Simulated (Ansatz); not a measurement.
# BFH₅NOSi: basis-set convergence

How large a basis does BFH₅NOSi need? Two functionals are run in growing sets.

Method: one geometry, several basis sets; program: Ansatz 0.2.0, Gaussian basis.

Plan: PBE0-D4/def2-SVP; ωB97M-V/def2-SVP; PBE0-D4/def2-QZVPP; ωB97M-V/def2-QZVPP; the functionals' def2-TZVPP values are taken from earlier runs.

### 1 The relaxed structure

The geometry comes from an earlier relaxation with PBE0-D4 in a triple-zeta def2 set; it is a stationary point, not always the lowest conformer.

SMILES `NB(F)O[SiH3]`, 10 atoms, charge 0, spin multiplicity 1.

Atoms are counted from 1 here; the program's logs count them from 0.

Bond lengths: N1–B2 1.402 Å, N1–H6 1.003 Å, N1–H7 1.004 Å, B2–F3 1.338 Å, B2–O4 1.361 Å, O4–Si5 1.638 Å, Si5–H8 1.482 Å, Si5–H9 1.491 Å, Si5–H10 1.482 Å. Angles: B2–N1–H6 123.6°, B2–N1–H7 121.7°, H6–N1–H7 114.8°, N1–B2–F3 118.6°, N1–B2–O4 124.4°, F3–B2–O4 117.1°, B2–O4–Si5 137.7°, O4–Si5–H8 109.1°, O4–Si5–H9 110.5°, O4–Si5–H10 109.0°, H8–Si5–H9 109.1°, H8–Si5–H10 110.0°, H9–Si5–H10 109.1°.

### 2 PBE0-D4 in def2-SVP

File in.yaml:

```yaml
crystal:
  periodic: [false, false, false]
  atoms:
    - {symbol: N, position_ang: [-1.022917, 0.822602, 1.118534]}
    - {symbol: B, position_ang: [-0.481172, 1.141424, -0.134307]}
    - {symbol: F, position_ang: [-0.768919, 2.332439, -0.671128]}
    - {symbol: O, position_ang: [0.327486, 0.315975, -0.854265]}
    - {symbol: Si, position_ang: [0.977180, -1.179594, -0.699780]}
    - {symbol: H, position_ang: [-0.856785, -0.047615, 1.589393]}
    - {symbol: H, position_ang: [-1.615706, 1.462670, 1.614932]}
    - {symbol: H, position_ang: [0.506812, -2.029593, -1.819338]}
    - {symbol: H, position_ang: [0.562026, -1.798640, 0.591046]}
    - {symbol: H, position_ang: [2.455093, -1.070768, -0.732288]}
basis:
  gaussian: {orbitals: def2-SVP}
hamiltonian: {xc: pbe0, dispersion: d4}
output: {orbitals: {seedname: orbitals}}
```

On the command line:

```console
$ ansatz run in.yaml --threads 4 --pin off --events-out ev --progress --plain --max-ram 10444MiB
```

The runs that follow: ωB97M-V in def2-SVP; PBE0-D4 in def2-QZVPP; ωB97M-V in def2-QZVPP.

Before running them: what should the planned runs give, taken together? Wanted: PBE0-D4: double and triple zeta above quadruple; ωB97M-V: double and triple zeta above quadruple.

As calculated:

| quantity | value |
| --- | --- |
| PBE0-D4: double and triple zeta above quadruple | 11.95, 0.68 eV |
| ωB97M-V: double and triple zeta above quadruple | 12.11, 0.63 eV |

**Reading.** For PBE0-D4 the step from double to triple zeta gains 11.27 eV and the next only 0.68 eV. Total energies overstate the basis error of differences, where much of it tends to cancel. The LUMO of ωB97M-V is positive and keeps falling with the basis (2.52 to 1.28 eV): an unbound level that the basis holds in place.
